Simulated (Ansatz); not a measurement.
Tl3Ga, space group Fm-3m, a relaxation of cell and ions

Program: the Python package of Ansatz (0.2.0).

Interactive session:
```pycon
>>> from collections import Counter
>>> import ansatz as az
>>> from ase import Atoms
>>> from ase.neighborlist import neighbor_list
>>> import numpy as np
>>> CUTOFF = 600
>>> KMESH = (5, 5, 5)
>>> FMAX = 0.03
>>> def edges_and_angles(cell):
...     cell = np.asarray(cell)
...     a, b, c = np.linalg.norm(cell, axis=1)
...     cosines = cell[1] @ cell[2] / (b * c), cell[0] @ cell[2] / (a * c), cell[0] @ cell[1] / (a * b)
...     return (a, b, c, *np.degrees(np.arccos(cosines)))
...
>>> xtal = (
...     az.Lattice.fcc(7.754782)
...     .space_group(225)
...     .atom('Tl', [0.25, 0.75, 0.75])
...     .atom('Tl', [0.5, 0.0, 0.0])
...     .atom('Ga', [0.0, 0.0, 0.0])
...     .primitive()
... )
>>> len(xtal.resolved().sites)
4
>>> # edges free, angles fixed
>>> calc = (
...     xtal.calculation()
...     .functional(az.Functional.R2SCAN)
...     .pseudopotentials('paw')
...     .basis(CUTOFF)
...     .kpoints(*KMESH)
...     .occupations(az.OccupationsMethod.FERMI_DIRAC, width=100 * az.meV)
...     .relax(force_tolerance=FMAX, fix_cell=['angles'])
...     .band_table()
... )
>>> steps = []
>>> def collect(event):
...     if event['event'] == 'relax_step':
...         steps.append(event['data'])
...
>>> outcome = calc.session().plan().execute(on_event=collect)

>>> report = outcome.report
>>> report['n_kpoints'], report['n_symmetry_ops'], report['n_pw']
(10, 48, 3719)
>>> for s in steps:
...     flag = '' if s['accepted'] else '  (rejected)'
...     print('step %2d  E = %.5f eV  largest force component = %.4f eV/A%s' % (s['step'], s['lagrangian_ev'], s['allowed_force_max_ev_ang'], flag))
...
step  1  E = -38165.42555 eV  largest force component = 0.0000 eV/A
step  2  E = -38165.44054 eV  largest force component = 0.0000 eV/A
step  3  E = -38165.44158 eV  largest force component = 0.0000 eV/A
step  4  E = -38165.44151 eV  largest force component = 0.0000 eV/A
>>> first, last = steps[0], steps[-1]
>>> symbols = [site.symbol for site in outcome.lattice.sites]
>>> print(f'energy gained {first["lagrangian_ev"] - last["lagrangian_ev"]:.4f} eV in {len(steps) - 1} steps')
energy gained 0.0160 eV in 3 steps
>>> for label, vectors in (('before', first['cell_ang']), ('after', outcome.lattice.cell_ang)):
...     print(label, 'a b c (A) {:.4f} {:.4f} {:.4f}  angles {:.2f} {:.2f} {:.2f}'.format(*edges_and_angles(vectors)), f' V = {abs(np.linalg.det(vectors)):.3f} A^3')
...
before a b c (A) 5.4835 5.4835 5.4835  angles 60.00 60.00 60.00  V = 116.587 A^3
after a b c (A) 5.4120 5.4120 5.4120  angles 60.00 60.00 60.00  V = 112.087 A^3
>>> print('final stress xx yy zz (GPa, compression positive):', np.round(np.diag(report['stress_gpa']), 3) + 0.0)
final stress xx yy zz (GPa, compression positive): [0.027 0.027 0.027]
>>> print('relaxed fractional positions')
relaxed fractional positions
>>> for site in outcome.lattice.sites:
...     print(f'  {site.symbol:2s}', ' '.join(f'{v % 1:8.5f}' for v in np.round(site.position_frac, 5)))
...
  Tl  0.25000  0.25000  0.25000
  Tl  0.75000  0.75000  0.75000
  Tl  0.50000  0.50000  0.50000
  Ga  0.00000  0.00000  0.00000
>>> final = Atoms(symbols, positions=last['positions_ang'], cell=outcome.lattice.cell_ang, pbc=True)
>>> i, j, d = neighbor_list('ijd', final, 4.5)
>>> print('neighbours within 1.1 times the shortest distance of each atom (A)')
neighbours within 1.1 times the shortest distance of each atom (A)
>>> for atom in range(len(final)):
...     near = [m for m in np.argsort(d) if i[m] == atom]
...     shell = [m for m in near if d[m] < 1.1 * d[near[0]]]
...     print(f'{symbols[atom]}{atom} ({len(shell)}):', ', '.join(f'{symbols[j[m]]} {d[m]:.3f}' for m in shell))
...
Tl0 (8): Tl 3.314, Ga 3.314, Tl 3.314, Ga 3.314, Tl 3.314, Ga 3.314, Ga 3.314, Tl 3.314
Tl1 (8): Ga 3.314, Tl 3.314, Tl 3.314, Tl 3.314, Ga 3.314, Ga 3.314, Ga 3.314, Tl 3.314
Tl2 (8): Tl 3.314, Tl 3.314, Tl 3.314, Tl 3.314, Tl 3.314, Tl 3.314, Tl 3.314, Tl 3.314
Ga3 (8): Tl 3.314, Tl 3.314, Tl 3.314, Tl 3.314, Tl 3.314, Tl 3.314, Tl 3.314, Tl 3.314
>>> print('%-22s %14.5f eV' % ('F = E - TS', report['free_energy_ev']))
F = E - TS               -38165.44151 eV
>>> print('%-22s %14.5f eV' % ('E', report['internal_energy_ev']))
E                        -38165.33143 eV
>>> print('%-22s %14.5f eV' % ('Harris-Foulkes', report['harris_foulkes_ev']))
Harris-Foulkes           -38165.44151 eV
>>> print('%-22s %14.5f eV' % ('Fermi level', report['fermi_energy_ev']))
Fermi level                   9.10276 eV
>>> told = Counter((n['data']['severity'], n['data']['kind']) for n in outcome.notices if n['event'] == 'notice')
>>> for (severity, kind), count in sorted(told.items()):
...     print(f'{severity:8s} {kind} x{count}')
...
audit    band_cg_iterations x4
audit    cell_relax_basis_refresh x1
audit    preconditioner_resolved x4
audit    relaxation_kept_its_symmetry x1
>>> edges = report.get('band_edges_ev')
>>> if edges:
...     print(f'band edges on the mesh: {edges[0]:.3f} and {edges[1]:.3f} eV, gap {edges[1] - edges[0]:.3f} eV')
... else:
...     print('no band edges reported (a metal, or a gap too narrow for this smearing); Fermi level', round(report['fermi_energy_ev'], 3), 'eV')
...
no band edges reported (a metal, or a gap too narrow for this smearing); Fermi level 9.103 eV
```

Notes:
- Absolute energies stand on the zero of these potentials, so only differences at equal settings mean something. A total without «per atom» is that of the cell as typed.
- Forces vanish by symmetry, so the ions can't move, and the end may be a saddle.
- For a metal this k-point mesh is coarse: on a finer one energies can move by several to tens of meV an atom and pressures by half a GPa or more, differences at one mesh by less.
- Only differences from the Fermi energy are physical; the zero of the scale is a convention.
- Energies along a relaxation are free energies. Rows at an unchanged volume are solved on a plane-wave basis chosen afresh for that cell, so the energy jumps there and such rows are no steps of the walk.
- Edges and angles are those of the cell as typed, here a primitive one, not of the conventional cell.
- The structure comes from a database of computed cells and needn't be a stable or known phase.
- Gaps and levels are Kohn-Sham values on a finite set of k-points, without spin-orbit coupling.
- The whole script took 32 s on 1 thread of Intel(R) Xeon(R) Platinum 8259CL CPU @ 2.50GHz (Skylake/Cascade Lake), with other jobs on the host, peak memory 0.94 GiB.

(Lines on the test bed's own set-up are left out of the output.)
